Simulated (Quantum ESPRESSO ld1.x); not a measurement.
# Rb⁴⁺ in [Ar] 3d10 4s2 4p2 4d1: an all-electron calculation

Wanted: eigenvalues, radial structure and energy terms of the rubidium ion Rb4+.

Method: scalar-relativistic Kohn-Sham, revPBE, spin-unpolarised, spherical densities, point nucleus. Code: Quantum ESPRESSO ld1.x 7.5.

## 1. Starting point

- element: rubidium (Z = 37)
- charge: +4
- electrons: 33
- configuration: [Ar] 3d10 4s2 4p2 4d1

The outer shells:

Rb⁴⁺
```
[Ar] core
3d [↑↓][↑↓][↑↓][↑↓][↑↓]
4s [↑↓]
4p [↑ ][↑ ][  ]
4d [↑ ][  ][  ][  ][  ]
```

## 2. The calculation

Contents of ld1.in:

```fortran
 &input
    atom='Rb',
    iswitch=1,
    rel=1,
    dft='REVPBE',
    config='[Ar] 3d10 4s2 4p2 4d1',
    verbosity='high',
    prefix='ld1',
    max_out_wfc=37,
    file_charge='ld1.rho',
 /
```

What does the calculation give?

As calculated:

| quantity | value |
| --- | --- |
| total energy | -2975.837 hartree |
| exchange-correlation share of it | 3.33 % |
| −T/E | 1.0242 |
| highest occupied level | 4d, -36.525 eV |
| most extended occupied level | 4d, <r> = 1.95 bohr |
| radius at density 0.001 e/bohr³ | 3.28 bohr |
| maxima of the radial density | 3 |

**Reading.** 4 principal shells are occupied and 3 maxima appear in the radial density; where shells overlap, one shows as a shoulder or not at all. Relativity lifts −T/E to 1.024. This is not the tabulated ground configuration, so its levels and sizes aren't those of the ground state, and no measured value stands beside it.
